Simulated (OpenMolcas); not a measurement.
**C3H9In (trimethylindium (TMIn)): a chain of runs**

Wanted: the energy (HF/ANO-RCC-MB), then the energy (CASSCF(2,2)/ANO-RCC-VDZP), then an energy scan (CASPT2(2,2)/ANO-RCC-VDZP), then an energy scan (SC-NEVPT2(2,2)/ANO-RCC-VDZP), then the energy along one coordinate (MC-PDFT[tPBE](2,2)/ANO-RCC-VDZP) of C3H9In (trimethylindium (TMIn)). 

The results are computed with OpenMolcas 26.06.

## 1. The system as given

C3H9In has 13 atoms, charge 0, and is taken as a singlet. As SMILES, `[CH3][In]([CH3])[CH3]`. The shape is that of a PBE0-D4/def2-TZVP optimisation.

Bond lengths: C1–In2 2.164 Å, In2–C3 2.164 Å, In2–C4 2.164 Å, C1–H5 1.091 Å, C1–H6 1.094 Å, C1–H7 1.091 Å, C3–H8 1.091 Å, C3–H9 1.091 Å, C3–H10 1.094 Å, C4–H11 1.091 Å, C4–H12 1.094 Å, C4–H13 1.091 Å. Some angles: C1–In2–C3 120.0°, C1–In2–C4 120.1°, C3–In2–C4 119.9°, In2–C1–H5 111.3°, In2–C1–H6 109.3°, In2–C1–H7 111.3°, In2–C3–H8 111.3°, In2–C3–H9 111.4°, In2–C3–H10 109.2°, In2–C4–H11 111.4°.

## 2. A single-point energy at HF/ANO-RCC-MB (DKH2) (run 1)

The input, struct.xyz:

```xyz
13

C     -0.506200     1.897900    -0.902800
In     0.007900    -0.003300    -0.006900
C      1.475300    -0.088600     1.581000
C     -0.956600    -1.818200    -0.683200
H      0.329400     2.598000    -0.853700
H     -1.344900     2.339400    -0.357000
H     -0.811500     1.777000    -1.943300
H      1.276400    -0.918200     2.261200
H      1.500700     0.842500     2.149300
H      2.467200    -0.242700     1.146600
H     -1.254700    -1.743900    -1.730100
H     -1.858700    -1.990800    -0.089300
H     -0.304000    -2.683700    -0.557100
```

The input, step1.input:

```
* C3H9In Hartree-Fock
>>> EXPORT MOLCAS_PRINT=2

&gateway
  coord
  struct.xyz
  basis
  ANO-RCC-MB
  group
  NoSym

&seward

&scf
  prorbitals
  0

&localisation
  occupied
  freeze
  pipek-mezey

&localisation
  fileorb
  $Project.LocOrb
  virtual
  pipek-mezey
```

Launch:

```console
$ export MOLCAS_MEM=1860
$ pymolcas step1.input > step1.log
```

Standard output:

```text
--- Start Module: gateway ---
[...]
--- Stop Module: gateway /rc=_RC_ALL_IS_WELL_ ---
[...]
      Basis functions           51
[...]
       Convergence after   8 Iterations
[...]
::    Total SCF energy                              -5995.7921527714
[...]
      Total spin, S                                     0.0000000000
[...]
      Total electronic charge=   76.000000
      Total            charge=   -0.000000
[...]
      Dipole Moment (debye):
      Origin of the operator (angstrom)=    0.0066   -0.0032   -0.0052
                   X= -7.7738E-03               Y=  1.2242E-03               Z=  4.0853E-03           Total=  8.8668E-03
      Quadrupole Moment (debye*angstrom):
[...]
--- Start Module: localisation ---
[...]
--- Stop Module: localisation /rc=_RC_ALL_IS_WELL_ ---
--- Start Module: localisation ---
[...]
--- Stop Module: localisation /rc=_RC_ALL_IS_WELL_ ---
[...]
```

It took 7.5 s on 1 thread of Intel Xeon 6975P-C (Granite Rapids), shared host; peak memory 0.41 GiB.

## 3. A single-point energy at CASSCF(2,2)/ANO-RCC-VDZP (DKH2, RICD fitting) (run 2)

struct.xyz is that of step 2.

The input, step2.inp:

```
* C3H9In CASSCF

&GATEWAY
 Coord=struct.xyz
 Basis=ANO-RCC-MB
 Group=NoSym

&SEWARD

&RASSCF
 FileOrb=$CurrDir/step1.LocOrb
 Alter=2
 1 37 38
 1 39 42
 Spin=1
 Nactel=2 0 0
 Inactive=37
 Ras2=2
 OrbListing=Nothing
>>> COPY $Project.RunFile RUNFIL1
>>> COPY $Project.RasOrb INPORB

&GATEWAY
 Coord=struct.xyz
 Basis=ANO-RCC-VDZP
 Group=NoSym
 RICD

&SEWARD
>>> COPY $Project.RunFile RUNFIL2

&EXPBAS

&RASSCF
 FileOrb=$Project.ExpOrb
 Spin=1
 Nactel=2 0 0
 Inactive=37
 Ras2=2
 OrbListing=Nothing
```

Launch:

```console
$ export MOLCAS_MEM=1860
$ pymolcas step2.inp > step2.log
```

Standard output:

```text
--- Start Module: gateway ---
[...]
--- Stop Module: gateway /rc=_RC_ALL_IS_WELL_ ---
[...]
      Basis functions           51
[...]
      Number of active orbitals                  2
[...]
      Spin quantum number                      0.0
[...]
      Active orbitals                            2
[...]
      Number of CSFs                             3
[...]
      Number of root(s) required                 1
[...]
      Convergence after  9 iterations
[...]
      printout of CI-coefficients larger than  0.05 for root  1
      energy=   -5995.805418
      conf/sym  11     Coeff  Weight
             1  20   0.99222 0.98451
             3  02  -0.12447 0.01549
      Natural orbitals and occupation numbers for root  1
      sym 1:   1.969012   0.030988
      ************************************************************************************************************************
      *                                                    Final results                                                     *
[...]
::    RASSCF root number  1 Total energy:  -5995.80541827
[...]
      Basis functions          130
[...]
--- Start Module: expbas ---
[...]
--- Stop Module: expbas /rc=_RC_ALL_IS_WELL_ ---
--- Start Module: rasscf ---
[...]
      Convergence after 15 iterations
[...]
      Natural orbitals and occupation numbers for root  1
      sym 1:   1.974085   0.025915
      ************************************************************************************************************************
      *                                                    Final results                                                     *
[...]
::    RASSCF root number  1 Total energy:  -5995.99156724
[...]
      Total electronic charge=   76.000000
      Total            charge=   -0.000000
[...]
      Dipole Moment (debye):
      Origin of the operator (angstrom)=    0.0066   -0.0032   -0.0052
                   X= -4.3536E-02               Y=  1.4201E-01               Z= -6.6318E-02           Total=  1.6267E-01
      Quadrupole Moment (debye*angstrom):
[...]
--- Stop Module: rasscf /rc=_RC_ALL_IS_WELL_ ---
[...]
```

Run time: 28 s. Hardware: 1 thread of Intel Xeon 6975P-C (Granite Rapids), shared host; peak memory 0.41 GiB.

## 4. The energy along one coordinate at CASPT2(2,2)/ANO-RCC-VDZP (DKH2, RICD fitting, ipea shift 0.25 Eh, pt2 variant SS) (run 3)

The input, step3.input:

```
* C3H9In CASPT2
>>> COPY $CurrDir/step2.RasOrb $Project.RasOrb
>>> ForEach K in (1, 2, 3, 4, 5, 6, 7, 8, 9)
&GATEWAY
Coord
$CurrDir/point$K.xyz
Basis
ANO-RCC-VDZP
Group
NoSym
RICD
&SEWARD
&RASSCF
FileOrb
$Project.RasOrb
Spin
1
Nactel
2 0 0
Inactive
37
Ras2
2
OrbListing
Nothing
&CASPT2
Imaginary
0.2
Frozen
21
>>> EndDo
```

Launch:

```console
$ export MOLCAS_MEM=1860
$ pymolcas step3.input > step3.log
```

Standard output (excerpt; [...] marks lines left out):

```text
[...]
      Basis functions          130
[...]
      Number of active orbitals                  2
[...]
      Spin quantum number                      0.0
[...]
      Active orbitals                            2
[...]
      Number of CSFs                             3
[...]
      Number of root(s) required                 1
[...]
      Convergence after  9 iterations
[...]
      Natural orbitals and occupation numbers for root  1
      sym 1:   1.982580   0.017420
      ************************************************************************************************************************
      *                                                    Final results                                                     *
[...]
::    RASSCF root number  1 Total energy:  -5995.97032205
[...]
      E2 (Variational):          -0.8662178856
[...]
::    CASPT2 Root  1     Total energy:  -5996.83653993
[...]
      Convergence after 10 iterations
[...]
      Natural orbitals and occupation numbers for root  1
      sym 1:   1.974069   0.025931
      ************************************************************************************************************************
      *                                                    Final results                                                     *
[...]
      Convergence after 13 iterations
[...]
      Natural orbitals and occupation numbers for root  1
      sym 1:   1.619123   0.380877
      ************************************************************************************************************************
      *                                                    Final results                                                     *
[...]
      Convergence after 10 iterations
[...]
      Natural orbitals and occupation numbers for root  1
      sym 1:   1.350062   0.649938
      ************************************************************************************************************************
      *                                                    Final results                                                     *
[...]
      Convergence after 11 iterations
[...]
::    RASSCF root number  1 Total energy:  -5995.89712678
[...]
::    CASPT2 Root  1     Total energy:  -5996.73529070
[...]
      Convergence after  7 iterations
[...]
::    RASSCF root number  1 Total energy:  -5995.89665545
[...]
      E2 (Variational):          -0.8375416843
[...]
::    CASPT2 Root  1     Total energy:  -5996.73419713
[...]
```

Run time: 3 min. Hardware: 1 thread of Intel Xeon 6975P-C (Granite Rapids), shared host; peak memory 0.37 GiB.

The scan, from its lowest point:

| In2–C1 (Å) | energy (kJ/mol) |
| --- | --- |
| 1.947 | 38.0 |
| 2.164 | 0.0 |
| 2.380 | 21.4 |
| 2.705 | 88.8 |
| 3.137 | 178.2 |
| 3.678 | 252.4 |
| 4.327 | 291.0 |
| 5.193 | 303.8 |
| 6.491 | 306.7 |

## 5. The energy along one coordinate at SC-NEVPT2(2,2)/ANO-RCC-VDZP (DKH2, RICD fitting, pt2 variant SC-NEVPT2) (run 4)

The input, step4.inp:

```
>>> COPY $CurrDir/step2.RasOrb $Project.RasOrb
>>> ForEach K in (1, 2, 3, 4, 5, 6, 7, 8, 9)
&GATEWAY
Coord=$CurrDir/point$K.xyz
Basis=ANO-RCC-VDZP
Group=NoSym
RICD
&SEWARD
&RASSCF
FileOrb=$Project.RasOrb
Spin=1
Nactel=2 0 0
Inactive=37
Ras2=2
OrbListing=Nothing
&CASPT2
SC-NEVPT2
Frozen=21
>>> EndDo
```

Launch:

```console
$ export MOLCAS_MEM=1860
$ pymolcas step4.inp > step4.log
```

Standard output (excerpt; [...] marks lines left out):

```text
[...]
      Basis functions          130
[...]
      Number of active orbitals                  2
[...]
      Spin quantum number                      0.0
[...]
      Active orbitals                            2
[...]
      Number of CSFs                             3
[...]
      Number of root(s) required                 1
[...]
      Convergence after  9 iterations
[...]
      Natural orbitals and occupation numbers for root  1
      sym 1:   1.982580   0.017420
      ************************************************************************************************************************
      *                                                    Final results                                                     *
[...]
::    RASSCF root number  1 Total energy:  -5995.97032205
[...]
      E2 (Variational):          -0.8620128971
[...]
::    SC-NEVPT2 Root  1     Total energy:  -5996.83221046
[...]
      Convergence after 10 iterations
[...]
      Natural orbitals and occupation numbers for root  1
      sym 1:   1.974069   0.025931
      ************************************************************************************************************************
      *                                                    Final results                                                     *
[...]
      Convergence after 13 iterations
[...]
      Natural orbitals and occupation numbers for root  1
      sym 1:   1.619123   0.380877
      ************************************************************************************************************************
      *                                                    Final results                                                     *
[...]
      Convergence after 10 iterations
[...]
      Natural orbitals and occupation numbers for root  1
      sym 1:   1.350062   0.649938
      ************************************************************************************************************************
      *                                                    Final results                                                     *
[...]
      Convergence after 11 iterations
[...]
::    RASSCF root number  1 Total energy:  -5995.89712678
[...]
::    SC-NEVPT2 Root  1     Total energy:  -5996.73274969
[...]
      Convergence after  7 iterations
[...]
::    RASSCF root number  1 Total energy:  -5995.89665545
[...]
      E2 (Variational):          -0.8352094199
[...]
::    SC-NEVPT2 Root  1     Total energy:  -5996.73186487
[...]
```

It took 2.9 min on 1 thread of Intel Xeon 6975P-C (Granite Rapids), shared host; peak memory 0.37 GiB.

The scan, from its lowest point:

| In2–C1 (Å) | energy (kJ/mol) |
| --- | --- |
| 1.947 | 40.9 |
| 2.164 | 0.0 |
| 2.380 | 19.0 |
| 2.705 | 84.6 |
| 3.137 | 174.9 |
| 3.678 | 251.2 |
| 4.327 | 289.7 |
| 5.193 | 302.0 |
| 6.491 | 304.4 |

## 6. The energy along one coordinate at MC-PDFT[tPBE](2,2)/ANO-RCC-VDZP (DKH2, RICD fitting) (run 5)

The input, step5.inp:

```
>>> COPY $CurrDir/step2.RasOrb $Project.RasOrb
>>> ForEach K in (1, 2, 3, 4, 5, 6, 7, 8, 9)

&GATEWAY
 COORD=$CurrDir/point$K.xyz
 BASIS=ANO-RCC-VDZP
 GROUP=NoSym
 RICD

&SEWARD

&RASSCF
 FILEORB=$Project.RasOrb
 SPIN=1
 NACTEL=2 0 0
 INACTIVE=37
 RAS2=2
 ORBLISTING=Nothing

&MCPDFT
 KSDFT=T:PBE
>>> EndDo
```

Launch:

```console
$ export MOLCAS_MEM=1860
$ pymolcas step5.inp > step5.log
```

Standard output (excerpt; [...] marks lines left out):

```text
--- Start Module: gateway ---
[...]
      Basis functions          130
[...]
      Number of active orbitals                  2
[...]
      Spin quantum number                      0.0
[...]
      Active orbitals                            2
[...]
      Number of CSFs                             3
[...]
      Number of root(s) required                 1
[...]
      Convergence after  9 iterations
[...]
      Natural orbitals and occupation numbers for root  1
      sym 1:   1.982580   0.017420
      ************************************************************************************************************************
      *                                                    Final results                                                     *
[...]
::    RASSCF root number  1 Total energy:  -5995.97032205
[...]
::    MCPDFT root number  1 Total energy:  -5998.94616245
[...]
      Convergence after 10 iterations
[...]
      Natural orbitals and occupation numbers for root  1
      sym 1:   1.974069   0.025931
      ************************************************************************************************************************
      *                                                    Final results                                                     *
[...]
      Convergence after 13 iterations
[...]
      Natural orbitals and occupation numbers for root  1
      sym 1:   1.619123   0.380877
      ************************************************************************************************************************
      *                                                    Final results                                                     *
[...]
      Convergence after 10 iterations
[...]
      Natural orbitals and occupation numbers for root  1
      sym 1:   1.350062   0.649938
      ************************************************************************************************************************
      *                                                    Final results                                                     *
[...]
      Convergence after 11 iterations
[...]
::    RASSCF root number  1 Total energy:  -5995.89712678
[...]
::    MCPDFT root number  1 Total energy:  -5998.84108273
[...]
      Convergence after  7 iterations
[...]
::    RASSCF root number  1 Total energy:  -5995.89665545
[...]
      Total electronic charge=   76.000000
      Total            charge=   -0.000000
[...]
::    MCPDFT root number  1 Total energy:  -5998.84050839
[...]
```

Wall time 3.1 min (1 thread of Intel Xeon 6975P-C (Granite Rapids), shared host); peak memory 0.37 GiB.

The scan, from its lowest point:

| In2–C1 (Å) | energy (kJ/mol) |
| --- | --- |
| 1.947 | 39.8 |
| 2.164 | 0.0 |
| 2.380 | 18.2 |
| 2.705 | 82.0 |
| 3.137 | 172.4 |
| 3.678 | 255.1 |
| 4.327 | 301.4 |
| 5.193 | 315.7 |
| 6.491 | 317.2 |

## 7. Outcome

| quantity | value |
| --- | --- |
| run 1, HF/ANO-RCC-MB: total energy | -5995.79215 Eh |
| run 1, HF/ANO-RCC-MB: dipole moment | 0.01 D |
| run 1, HF/ANO-RCC-MB: HOMO energy | -10.48 eV |
| run 1, HF/ANO-RCC-MB: LUMO energy | 1.61 eV |
| run 1, HF/ANO-RCC-MB: HOMO–LUMO gap | 12.09 eV |
| run 2, CASSCF(2,2)/ANO-RCC-VDZP: total energy | -5995.99157 Eh |
| run 2, CASSCF(2,2)/ANO-RCC-VDZP: dipole moment (CASSCF density) | 0.16 D |
| run 3, CASPT2(2,2)/ANO-RCC-VDZP: lowest energy of the scan | -5996.85099 Eh |
| run 4, SC-NEVPT2(2,2)/ANO-RCC-VDZP: lowest energy of the scan | -5996.84779 Eh |
| run 5, MC-PDFT[tPBE](2,2)/ANO-RCC-VDZP: lowest energy of the scan | -5998.96133 Eh |

In words: Mulliken charges (run 2, CASSCF(2,2)/ANO-RCC-VDZP) run from -0.27 on C4 to +1.13 on In2; they depend strongly on the basis.
